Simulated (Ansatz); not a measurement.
**CH₃F₃STi: small, medium and large basis sets**

An exercise on one series of results from a longer session: the logs are not shown, and one member is left open.

Computed with Ansatz 0.2.0, Gaussian basis. Level: one geometry, several basis sets.

Plan: PBE0-D4/def2-SVP; ωB97M-V/def2-SVP; PBE0-D4/def2-QZVPP; ωB97M-V/def2-QZVPP; the functionals' def2-TZVPP values are taken from earlier runs.

## Structure used throughout

The geometry comes from an earlier relaxation with PBE0-D4 in a triple-zeta def2 set; it is a stationary point, not always the lowest conformer.

9 atoms, charge 0, spin multiplicity 1.

Atoms are counted from 1 here; the program's logs count them from 0.

Bond lengths: C1–S2 1.824 Å, C1–H7 1.090 Å, C1–H8 1.090 Å, C1–H9 1.090 Å, S2–Ti3 2.252 Å, Ti3–F4 1.752 Å, Ti3–F5 1.743 Å, Ti3–F6 1.752 Å. Angles: S2–C1–H7 110.9°, S2–C1–H8 110.8°, S2–C1–H9 106.7°, H7–C1–H8 110.4°, H7–C1–H9 109.0°, H8–C1–H9 109.0°, C1–S2–Ti3 96.5°, S2–Ti3–F4 107.7°, S2–Ti3–F5 107.0°, S2–Ti3–F6 107.7°, F4–Ti3–F5 113.1°, F4–Ti3–F6 107.8°, F5–Ti3–F6 113.1°.

Geometry (Å):

```csv
atom,x (Å),y (Å),z (Å)
C1,-0.01642,-1.27399,0.87440
S2,1.30198,-0.56103,-0.16490
Ti3,0.12464,1.21852,-0.88469
F4,-1.31408,0.61775,-1.68433
F5,1.16883,2.12691,-1.94430
F6,-0.38473,2.12658,0.52470
H7,-0.30432,-0.58172,1.66502
H8,-0.88264,-1.54325,0.27082
H9,0.39514,-2.17607,1.32619
```

The first run:

in.yaml

```yaml
crystal:
  periodic: [false, false, false]
  atoms:
    - {symbol: C, position_ang: [-0.016423, -1.273995, 0.874397]}
    - {symbol: S, position_ang: [1.301977, -0.561032, -0.164904]}
    - {symbol: Ti, position_ang: [0.124641, 1.218523, -0.884689]}
    - {symbol: F, position_ang: [-1.314078, 0.617752, -1.684329]}
    - {symbol: F, position_ang: [1.168832, 2.126914, -1.944303]}
    - {symbol: F, position_ang: [-0.384731, 2.126576, 0.524695]}
    - {symbol: H, position_ang: [-0.304315, -0.581718, 1.665025]}
    - {symbol: H, position_ang: [-0.882642, -1.543247, 0.270823]}
    - {symbol: H, position_ang: [0.395140, -2.176073, 1.326186]}
basis:
  gaussian: {orbitals: def2-SVP}
hamiltonian: {xc: pbe0, dispersion: d4}
output: {orbitals: {seedname: orbitals}}
```

The run is started by

```console
$ ansatz run in.yaml --threads 4 --pin off --events-out ev --progress --plain --max-ram 11315MiB
```

Steps of the session up to this table: PBE0-D4 in def2-SVP; ωB97M-V in def2-SVP; PBE0-D4 in def2-QZVPP; ωB97M-V in def2-QZVPP.

One of the session's tables, all rows but one given; the rest of the session is left out.

It belongs to the step «Density functionals: the series». 

| functional | basis | HOMO (eV) | LUMO (eV) |
| --- | --- | --- | --- |
| PBE0-D4 | def2-SVP | -7.77 | -2.96 |
| PBE0-D4 | def2-TZVPP | -7.82 | -2.90 |
| PBE0-D4 | def2-QZVPP | ? | ? |
| ωB97M-V | def2-SVP | -9.86 | -0.65 |
| ωB97M-V | def2-TZVPP | -9.94 | -0.64 |
| ωB97M-V | def2-QZVPP | -9.95 | -0.64 |

Estimate the missing values for PBE0-D4, def2-QZVPP.

As computed: HOMO (eV): -7.82; LUMO (eV): -2.89.
